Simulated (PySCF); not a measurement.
# ClH7P2Si2: the cost of one run

Programs: PySCF 2.14.0, with density-fitted response routines of our own. Each step states its level of theory. These are calculated values for one molecule in the gas phase, unless marked as measured. Atoms are numbered from 0 throughout.

## 1. The starting structure

12 atoms, charge 0, multiplicity 1; geometry from: PBE0-D3(BJ)/def2-SVP.

Bonds of the start (Å): Si0–Si1 2.34, Si1–P2 2.26, Si1–P3 2.26, Si1–Cl4 2.09, Si0–H5 1.50, Si0–H6 1.49, Si0–H7 1.49, P2–H8 1.43, P2–H9 1.43, P3–H10 1.43, P3–H11 1.43.

## 2. NMR shieldings: PBE0/6-31G*

The job: settings as JSON, then the geometry in Å.

```
{"job": {"kind": "nmr", "xc": "PBE0", "basis": "6-31G*", "pop": true}, "charge": 0, "multiplicity": 1}
Si    -0.895866    -1.466622     0.044840
Si     0.338523     0.447695     0.576509
P     -0.658884     2.396970    -0.001082
P      2.417727     0.490305    -0.318104
Cl     0.562002     0.461808     2.652122
H     -1.090570    -1.513130    -1.438356
H     -0.157624    -2.691467     0.479756
H     -2.231921    -1.419976     0.713318
H     -1.958826     1.941882     0.383034
H     -0.818470     1.972279    -1.359644
H      2.637266    -0.902520    -0.080725
H      1.909644     0.271480    -1.639337
```

Level: GIAO PBE0/6-31G* NMR shielding, non-relativistic, gas phase.

On the command line:

```console
$ OMP_NUM_THREADS=1 python probes_run.py task.json out
```

The driver reads the jobs from task.json and runs them one after another.

**Question.** How long does this first job take on 1 thread of Arm Neoverse V1, shared host, and how much memory does it need?

About 12 s, with a peak of 0.59 GiB.
